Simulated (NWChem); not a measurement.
**the pair InH2OF···GeH4: a chain of runs**

Aim: a single-point energy (singlet InGeH6OF, MP2/3-21G), then the energy (singlet InH2OF, MP2/3-21G), then a single-point energy (singlet GeH4, MP2/3-21G), then a single-point energy (singlet InH2OF, MP2/3-21G), then a single-point energy (singlet GeH4, MP2/3-21G) of FGeH6InO and its partners. 

Program for the calculation: NWChem 7.3.0.

## (1) The structure to begin with

InGeH6OF has 10 atoms, charge 0, and is taken as a singlet. The two molecules were placed rigidly side by side, at 0.9 times their contact distance; the pair isn't optimised.

Bond lengths: O1–In2 1.966 Å, In2–F3 1.944 Å, O1–H4 0.960 Å, In2–H5 1.691 Å, Ge6–H7 1.534 Å, Ge6–H8 1.534 Å, Ge6–H9 1.534 Å, Ge6–H10 1.534 Å. Angles: O1–In2–F3 106.4°, O1–In2–H5 133.9°, F3–In2–H5 119.7°, In2–O1–H4 113.6°, H7–Ge6–H8 109.5°, H7–Ge6–H9 109.5°, H7–Ge6–H10 109.5°, H8–Ge6–H9 109.5°, H8–Ge6–H10 109.5°, H9–Ge6–H10 109.5°.

## (2) A single-point energy at MP2/3-21G (run 1)

Contents of job.nw:

```
start job
title "FGeH6InO"
memory total 2200 mb
charge 0

geometry noautosym nocenter noautoz
 O     -1.289460    -0.331180    -0.569120
 In     0.470140     0.057220     0.218280
 F      1.175940    -1.639980     0.849780
 H     -1.735160     0.444520    -0.917420
 H      1.378540     1.469420     0.418480
 Ge    -1.488900    -0.398470     4.014140
 H     -0.640230    -1.597940     4.454930
 H     -1.388030     0.713280     5.066370
 H     -2.952820    -0.833680     3.869170
 H     -0.974840     0.124610     2.666640
end

basis "ao basis" spherical bse
 O library 3-21G
 In library 3-21G
 F library 3-21G
 H library 3-21G
 Ge library 3-21G
end

scf
 thresh 1e-08
 maxiter 80
 print low
end

mp2
 freeze core 29
 tight
end

task mp2
```

Launch:

```bash
$ nwchem job.nw > job.out
```

What it wrote (excerpt; [...] marks lines left out):

```text
[...]
  functions       =    83
[...]
  wavefunction    = RHF
[...]
         Total SCF energy =  -7956.903734732918
      One-electron energy = -12253.650168924101
      Two-electron energy =   3680.956967517109
 Nuclear repulsion energy =    615.789466674074
        Time for solution =      9.2s
[...]
          Total MP2 energy         -7957.247584742889
[...]
```

Wall time 12 s (1 thread of Intel Xeon Platinum 8488C (Sapphire Rapids), shared host); peak memory 0.19 GiB.

## (3) InH2OF: a single-point energy at MP2/3-21G (run 2)

Contents of job.nw:

```
start job
title "FH2InO"
memory total 2200 mb
charge 0

geometry noautosym nocenter noautoz
  O     -1.289460    -0.331180    -0.569120
  In     0.470140     0.057220     0.218280
  F      1.175940    -1.639980     0.849780
  H     -1.735160     0.444520    -0.917420
  H      1.378540     1.469420     0.418480
end

basis spherical bse
  O library 3-21G
  In library 3-21G
  F library 3-21G
  H library 3-21G
end

scf
  thresh 1e-08
  maxiter 80
  noprint "final vectors analysis"
end

mp2
  freeze core 20
  tight
end

task mp2
```

Launch:

```bash
$ nwchem job.nw > job.out
```

What it wrote (excerpt; [...] marks lines left out):

```text
[...]
  functions       =    53
[...]
  wavefunction    = RHF
[...]
         Total SCF energy =  -5889.278441783387
      One-electron energy =  -8680.073647820624
      Two-electron energy =   2518.883544778226
 Nuclear repulsion energy =    271.911661259011
        Time for solution =      4.1s
[...]
          Total MP2 energy         -5889.559765224797
[...]
```

Wall time 5.7 s (1 thread of Intel Xeon Platinum 8488C (Sapphire Rapids), shared host); peak memory 0.11 GiB.

## (4) GeH4: a single-point energy at MP2/3-21G (run 3)

Contents of geh4.nw:

```
start geh4
memory total 2200 mb

geometry units angstroms noautosym nocenter noautoz
  Ge    -1.488900    -0.398470     4.014140
  H     -0.640230    -1.597940     4.454930
  H     -1.388030     0.713280     5.066370
  H     -2.952820    -0.833680     3.869170
  H     -0.974840     0.124610     2.666640
end

basis spherical bse
  * library 3-21G
end

scf
  singlet
  rhf
  thresh 1e-08
  maxiter 80
  print low
end

mp2
  freeze core 9
  tight
end

task mp2 energy
```

Launch:

```bash
$ nwchem geh4.nw > geh4.out
```

What it wrote (excerpt; [...] marks lines left out):

```text
[...]
  functions       =    30
[...]
  wavefunction    = RHF
[...]
         Total SCF energy =  -2067.619536673228
      One-electron energy =  -2976.839772555811
      Two-electron energy =    863.799816686482
 Nuclear repulsion energy =     45.420419196100
        Time for solution =      0.7s
[...]
          Total MP2 energy         -2067.681733954125
[...]
```

It took 1.4 s on 1 thread of Intel Xeon Platinum 8488C (Sapphire Rapids), shared host; peak memory 0.099 GiB.

## (5) InH2OF among ghost functions: the energy at MP2/3-21G (with ghost functions) (run 4)

Contents of fh2ino.nw:

```
start fh2ino
title "FH2InO mp2"
memory 2200 mb

geometry units au noautosym nocenter noautoz
 O     -2.43672625    -0.62583950    -1.07548093
 In     0.88843584     0.10813013     0.41248942
 F      2.22220454    -3.09911305     1.60585147
 H     -3.27897718     0.84002106    -1.73367254
 H      2.60506305     2.77680136     0.79081259
 bqGe    -2.813613    -0.752999     7.585625
 bqH     -1.209859    -3.019669     8.418598
 bqH     -2.622997     1.347904     9.574052
 bqH     -5.580021    -1.575427     7.311672
 bqH     -1.842181     0.235479     5.039219
end

basis spherical bse
 O library 3-21G
 In library 3-21G
 F library 3-21G
 H library 3-21G
 bqGe library Ge 3-21G
 bqH library H 3-21G
end

scf
 thresh 1e-08
 maxiter 80
 print low
end

mp2
 freeze core 20
 tight
end

task mp2
```

Launch:

```bash
$ nwchem fh2ino.nw > fh2ino.out
```

What it wrote (excerpt; [...] marks lines left out):

```text
[...]
  functions       =    83
[...]
  wavefunction    = RHF
[...]
         Total SCF energy =  -5889.280624140503
      One-electron energy =  -8680.004468146481
      Two-electron energy =   2518.812202427158
 Nuclear repulsion energy =    271.911641578820
        Time for solution =      9.0s
[...]
          Total MP2 energy         -5889.562652647881
[...]
```

It took 12 s on 1 thread of Intel Xeon Platinum 8488C (Sapphire Rapids), shared host; peak memory 0.18 GiB.

## (6) GeH4 among ghost functions: the energy at MP2/3-21G (with ghost functions) (run 5)

Contents of nw.nw:

```
echo
start nw
title "GeH4 mp2"
memory stack 880 mb heap 220 mb global 1100 mb

geometry noautosym nocenter noautoz
   Ge      -1.488900      -0.398470       4.014140
   H       -0.640230      -1.597940       4.454930
   H       -1.388030       0.713280       5.066370
   H       -2.952820      -0.833680       3.869170
   H       -0.974840       0.124610       2.666640
   bqO     -1.289460    -0.331180    -0.569120
   bqIn     0.470140     0.057220     0.218280
   bqF      1.175940    -1.639980     0.849780
   bqH     -1.735160     0.444520    -0.917420
   bqH      1.378540     1.469420     0.418480
end

basis spherical bse
   Ge library 3-21G
   H library 3-21G
   bqO library O 3-21G
   bqIn library In 3-21G
   bqF library F 3-21G
   bqH library H 3-21G
end

scf
   singlet
   rhf
   thresh 1e-08
   maxiter 80
   noprint "final vectors analysis"
end

mp2
   freeze core 9
   tight
end

task mp2 energy
```

Launch:

```bash
$ nwchem nw.nw > nw.out
```

What it wrote (excerpt; [...] marks lines left out):

```text
[...]
  functions       =    83
[...]
  wavefunction    = RHF
[...]
         Total SCF energy =  -2067.620503396114
      One-electron energy =  -2976.808757874747
      Two-electron energy =    863.767835282533
 Nuclear repulsion energy =     45.420419196100
        Time for solution =      5.4s
[...]
          Total MP2 energy         -2067.682940185581
[...]
```

Run time: 8.1 s. Hardware: 1 thread of Intel Xeon Platinum 8488C (Sapphire Rapids), shared host; peak memory 0.17 GiB.

## (7) Outcome

```
                                                                                                                  quantity           value
                                                                                            run 1, MP2/3-21G: total energy  -7957.24758 Eh
                                                            run 1, MP2/3-21G: correlation energy (29 core orbitals frozen)      -343.9 mEh
                                                                                                      InH2OF: total energy  -5889.55977 Eh
                                                                      InH2OF: correlation energy (20 core orbitals frozen)      -281.3 mEh
                                                                                                        GeH4: total energy  -2067.68173 Eh
                                                                         GeH4: correlation energy (9 core orbitals frozen)       -62.2 mEh
                                                                                InH2OF among ghost functions: total energy  -5889.56265 Eh
                                                InH2OF among ghost functions: correlation energy (20 core orbitals frozen)      -282.0 mEh
                                                                                  GeH4 among ghost functions: total energy  -2067.68294 Eh
                                                   GeH4 among ghost functions: correlation energy (9 core orbitals frozen)       -62.4 mEh
              interaction energy of the rigid parts InH2OF and GeH4 (parts in their own basis; closest atoms 2.84 Å apart)       -0.166 eV
interaction energy of the rigid parts InH2OF and GeH4 (parts in the whole basis, counterpoise; closest atoms 2.84 Å apart)       -0.054 eV
```

**Reading.** The interaction energy of the rigid parts InH2OF and GeH4 (parts in their own basis; closest atoms 2.84 Å apart) is −0.17 eV (−3.8 kcal/mol): the parts attract. Without counterpoise this holds the superposition error of the basis. The interaction energy of the rigid parts InH2OF and GeH4 (parts in the whole basis, counterpoise; closest atoms 2.84 Å apart) is −0.05 eV (−1.2 kcal/mol): the parts attract. The basis-set superposition error is 10.7 kJ/mol. Relativity is left out (run 1, MP2/3-21G) although the molecule holds a heavy atom. Relativity is left out (InH2OF) although the molecule holds a heavy atom. Relativity is left out (InH2OF among ghost functions) although the molecule holds a heavy atom.
